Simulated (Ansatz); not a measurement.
# HCl: the cost of one run

Program: Ansatz 0.2.0. Level of theory: DFT PBEsol, plane waves, PAW, scalar-relativistic, no spin polarisation. These are calculated values, not measurements.

## 1. Starting point

The cell holds 16 atoms (Cl8H8): a = 7.971 Å, b = 7.971 Å, c = 7.971 Å, α = 60.00°, β = 60.00°, γ = 60.00°.

Coordinates:

```xyz
16
Lattice="0.0000 5.6362 5.6362 5.6362 0.0000 5.6362 5.6362 5.6362 0.0000" Properties=species:S:1:pos:R:3 pbc="T T T"
H     0.0000    0.0000    0.0000
Cl    2.8181    2.8181    2.8181
H     2.8181    2.8181    0.0000
Cl    5.6362    5.6362    2.8181
H     2.8181    0.0000    2.8181
Cl    5.6362    2.8181    5.6362
H     5.6362    2.8181    2.8181
Cl    8.4544    5.6362    5.6362
H     0.0000    2.8181    2.8181
Cl    2.8181    5.6362    5.6362
H     2.8181    5.6362    2.8181
Cl    5.6362    8.4544    5.6362
H     2.8181    2.8181    5.6362
Cl    5.6362    5.6362    8.4544
H     5.6362    5.6362    5.6362
Cl    8.4544    8.4544    8.4544
```

## 2. Run 1

220 steps of 0.5 fs under a Langevin thermostat at 1800 K.

Contents of input.yaml:

```yaml
accuracy: low
crystal:
  lattice:
    - [0.0, 5.636249, 5.636249]
    - [5.636249, 0.0, 5.636249]
    - [5.636249, 5.636249, 0.0]
  atoms:
    - { symbol: H, position: [0.0, 0.0, 0.0] }
    - { symbol: Cl, position: [0.25, 0.25, 0.25] }
    - { symbol: H, position: [0.0, 0.0, 0.5] }
    - { symbol: Cl, position: [0.25, 0.25, 0.75] }
    - { symbol: H, position: [0.0, 0.5, 0.0] }
    - { symbol: Cl, position: [0.25, 0.75, 0.25] }
    - { symbol: H, position: [0.0, 0.5, 0.5] }
    - { symbol: Cl, position: [0.25, 0.75, 0.75] }
    - { symbol: H, position: [0.5, 0.0, 0.0] }
    - { symbol: Cl, position: [0.75, 0.25, 0.25] }
    - { symbol: H, position: [0.5, 0.0, 0.5] }
    - { symbol: Cl, position: [0.75, 0.25, 0.75] }
    - { symbol: H, position: [0.5, 0.5, 0.0] }
    - { symbol: Cl, position: [0.75, 0.75, 0.25] }
    - { symbol: H, position: [0.5, 0.5, 0.5] }
    - { symbol: Cl, position: [0.75, 0.75, 0.75] }
basis:
  ecutwfc: 420.0
kpoints:
  mp_grid: { grid: [3, 3, 3] }
hamiltonian:
  xc: pbesol
scf:
  occupations: { method: fermi_dirac, width: 0.16 }
  lower_state_search: "off"
md:
  timestep: 0.5
  n_steps: 220
  ensemble: nvt_langevin
  temperature: 1800.0
  initial_velocities: maxwell_boltzmann
  seed: 967304
  friction: 0.02
```

The run is started by

```bash
> ansatz run input.yaml --threads 2 --pin off --max-ram 5120MiB --backend cpu --events-out ev --progress --plain --runs-dir out
```

Q: Estimate wall time and peak memory on 2 threads of Intel Xeon Platinum 8488C (Sapphire Rapids), shared host.

About 19 min, with a peak of 0.94 GiB.
